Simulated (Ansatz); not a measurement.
**BSiH4 (SMILES [BH][SiH3]): UCCSD(T)/STO-3G**

Aim: the electronic atomisation energy of BSiH4 at UCCSD(T)/STO-3G, from 4 runs. 

The results are computed with Ansatz 0.2.0.

54 further runs of the same task are left out: 1 that didn't finish, 53 set aside as unsound or not needed.

### 1 Starting point

BSiH4 has 6 atoms, charge 0, and is taken as a doublet. SMILES: `[BH][SiH3]`. The coordinates come from a GFN2-xTB relaxation.

Bond lengths: B1–Si2 1.908 Å, B1–H3 1.158 Å, Si2–H4 1.483 Å, Si2–H5 1.476 Å, Si2–H6 1.476 Å. Angles: B1–Si2–H4 119.8°, B1–Si2–H5 111.1°, B1–Si2–H6 111.7°, Si2–B1–H3 148.3°, H4–Si2–H5 103.5°, H4–Si2–H6 103.4°, H5–Si2–H6 106.3°.

### 2 The energy at UCCSD(T)/STO-3G

Contents of in.yaml:

```yaml
crystal:
  periodic: [false, false, false]
  atoms:
    - {symbol: B, position_ang: [0.938510, -0.830080, 0.651420]}
    - {symbol: Si, position_ang: [-0.268720, 0.378400, -0.198310]}
    - {symbol: H, position_ang: [1.206890, -1.921260, 0.929580]}
    - {symbol: H, position_ang: [-1.511470, -0.138420, -0.820190]}
    - {symbol: H, position_ang: [0.392690, 1.102720, -1.300860]}
    - {symbol: H, position_ang: [-0.757900, 1.408630, 0.738360]}
basis:
  gaussian:
    orbitals: STO-3G
magnetization:
  spin_polarized: true
  initial_magnetization: 1
correlation:
  method: ccsd_t
  frozen_orbitals: {B: 1, H: 0, Si: 5}
accuracy: high
scf:
  omitted_lower_state_checks: [cluster_reference, increment]
```

Command:

```bash
ansatz run in.yaml --threads 1 --pin off --max-ram 2610MiB --events-out events.jsonl --progress --plain --runs-dir runs
```

Standard output:

```text
Warning: RAYON_NUM_THREADS=1 ignored (pool sized by the plan → 1); use --threads N
Functional definition: HF
  name "HF"
  exchange = exact_x
  correlation = 0
these checks for a lower state are left out or cut short: cluster_reference, increment
311 factors; integrals over basis functions are off by at most 2.2e-8 eV
mean field evaluation 1: about -8493.8439 eV, gradient 9.0e0 eV
mean field evaluation 2: about -8493.8483 eV, gradient 8.9e0 eV
mean field evaluation 4: about -8494.9430 eV, gradient 8.6e-1 eV
mean field evaluation 8: about -8494.9582 eV, gradient 9.4e-3 eV
mean field evaluation 16: about -8494.5798 eV, gradient 1.5e0 eV
mean field -8494.95822456 eV, -312.1839566632 hartree, gradient 9.6e-8 eV, S^2 0.756407; 4 other end points of the search recorded, 0 dependent functions left out
6 core orbitals not correlated: weight in the atoms' cores, before any rotation towards them, 0.999 or more for the frozen orbitals, at most 0.000 for the correlated occupied ones
reference -8494.95822456 eV, -312.1839566632 hartree; 6, 5 occupied and 6, 7 virtual orbitals, 311 factors
second order -1.66176448 eV of doubles, -0.00000000 eV of singles
cycle   1  -2.18021355 eV  change   -5.2e-1 eV  update   6.1e-2
cycle   2  -2.47143490 eV  change   -2.9e-1 eV  update   2.5e-2
cycle   3  -2.48219263 eV  change   -1.1e-2 eV  update   5.8e-3
cycle   4  -2.48459521 eV  change   -2.4e-3 eV  update   2.3e-3
cycle   5  -2.48555004 eV  change   -9.5e-4 eV  update   7.7e-4
cycle   6  -2.48526020 eV  change    2.9e-4 eV  update   2.6e-4
cycle   7  -2.48534901 eV  change   -8.9e-5 eV  update   9.5e-5
cycle   8  -2.48538099 eV  change   -3.2e-5 eV  update   3.6e-5
cycle   9  -2.48535812 eV  change    2.3e-5 eV  update   1.4e-5
cycle  10  -2.48536205 eV  change   -3.9e-6 eV  update   7.4e-6
cycle  11  -2.48536311 eV  change   -1.1e-6 eV  update   6.1e-6
cycle  12  -2.48536552 eV  change   -2.4e-6 eV  update   5.4e-6
cycle  13  -2.48536118 eV  change    4.3e-6 eV  update   4.4e-6
cycle  14  -2.48536045 eV  change    7.3e-7 eV  update   2.6e-6
cycle  15  -2.48536183 eV  change   -1.4e-6 eV  update   1.1e-6
cycle  16  -2.48536261 eV  change   -7.8e-7 eV  update   4.5e-7
cycle  17  -2.48536262 eV  change   -1.6e-8 eV  update   2.3e-7
cycle  18  -2.48536245 eV  change    1.8e-7 eV  update   1.3e-7
cycle  19  -2.48536235 eV  change    9.6e-8 eV  update   6.4e-8
cycle  20  -2.48536237 eV  change   -1.9e-8 eV  update   3.1e-8
cycle  21  -2.48536238 eV  change   -3.5e-9 eV  update   1.9e-8
cycle  22  -2.48536204 eV  change    3.3e-7 eV  update   7.1e-8
cycle  23  -2.48536190 eV  change    1.4e-7 eV  update   2.5e-8
cycle  24  -2.48536188 eV  change    2.0e-8 eV  update   6.3e-9
cycle  25  -2.48536188 eV  change   3.7e-10 eV  update   2.7e-9
cycle  26  -2.48536188 eV  change  -7.6e-10 eV  update   1.6e-9
cycle  27  -2.48536188 eV  change  -2.8e-10 eV  update   1.2e-9
perturbative correction -0.02065476 eV, -0.0007590483 hartree
Total energy: -8497.46424120 eV, -312.2760510759 hartree
Checks for a lower state left out: cluster_reference, increment
```

Run time: 0.38 s. Hardware: 1 thread of Intel Xeon Platinum 8259CL at 2.50GHz (Skylake/Cascade Lake), shared host.

### 3 The B atom, same level

Contents of job.yaml:

```yaml
crystal:
  periodic: [false, false, false]
  atoms:
    - {symbol: B, position_ang: [0.000000, 0.000000, 0.000000]}
basis:
  gaussian: {orbitals: STO-3G}
correlation: {method: ccsd_t, frozen_orbitals: {B: 1}}
magnetization: {spin_polarized: true, initial_magnetization: 1}
accuracy: high
scf: {omitted_lower_state_checks: [cluster_reference, increment]}
```

Run the same way, it converges to -24.18899 Eh (log not shown).

### 4 The H atom: a single-point energy at UHF/STO-3G

Contents of input.yaml:

```yaml
crystal:
  periodic: [false, false, false]
  atoms:
    - {symbol: H, position_ang: [0.000000, 0.000000, 0.000000]}
basis:
  gaussian: {orbitals: STO-3G}
magnetization: {spin_polarized: true, initial_magnetization: 1}
hamiltonian: {xc: hf}
accuracy: high
```

Run the same way, it converges to -0.46658 Eh (log not shown).

### 5 The Si atom at the same level

Contents of input.yaml:

```yaml
basis:
  gaussian: {orbitals: STO-3G}
crystal:
  periodic: [false, false, false]
  atoms:
    - {symbol: Si, position_ang: [0.000000, 0.000000, 0.000000]}
magnetization: {spin_polarized: true, initial_magnetization: 2}
correlation: {method: ccsd_t, frozen_orbitals: {Si: 5}}
accuracy: high
scf: {omitted_lower_state_checks: [cluster_reference, increment]}
```

Run the same way, it converges to -285.47963 Eh (log not shown).

### 6 What came out

Level: UCCSD(T)/STO-3G, 6 core orbitals frozen.

| quantity | value |
| --- | --- |
| molecule: total energy | -312.27605 Eh |
| molecule: correlation energy (6 core orbitals frozen) | -92.1 mEh |
| molecule: (T) correction | -0.76 mEh |
| molecule: ⟨S²⟩ of the reference determinant | 0.756 |
| molecule: T1 diagnostic | 0.007 |
| B atom: total energy | -24.18899 Eh |
| B atom: correlation energy (1 core orbital frozen) | -40.0 mEh |
| B atom: (T) correction | 0.00 mEh |
| B atom: ⟨S²⟩ of the reference determinant | 0.750 |
| B atom: T1 diagnostic | 0.000 |
| H atom: total energy | -0.46658 Eh |
| H atom: ⟨S²⟩ | 0.750 |
| Si atom: total energy | -285.47963 Eh |
| Si atom: correlation energy (5 core orbitals frozen) | -13.4 mEh |
| Si atom: (T) correction | 0.00 mEh |
| Si atom: ⟨S²⟩ of the reference determinant | 2.000 |
| Si atom: T1 diagnostic | 0.000 |
| electronic atomisation energy | 20.167 eV |

In words: Taking the molecule apart into free atoms costs 20.17 eV (1946 kJ/mol), before zero-point energy and without spin-orbit coupling. In a minimal basis such a difference can be off by several eV, whatever the method. The triples (molecule) make up 0.8 % of the correlation energy. The triples (B atom) make up 0.0 % of the correlation energy. The triples (Si atom) make up 0.0 % of the correlation energy.
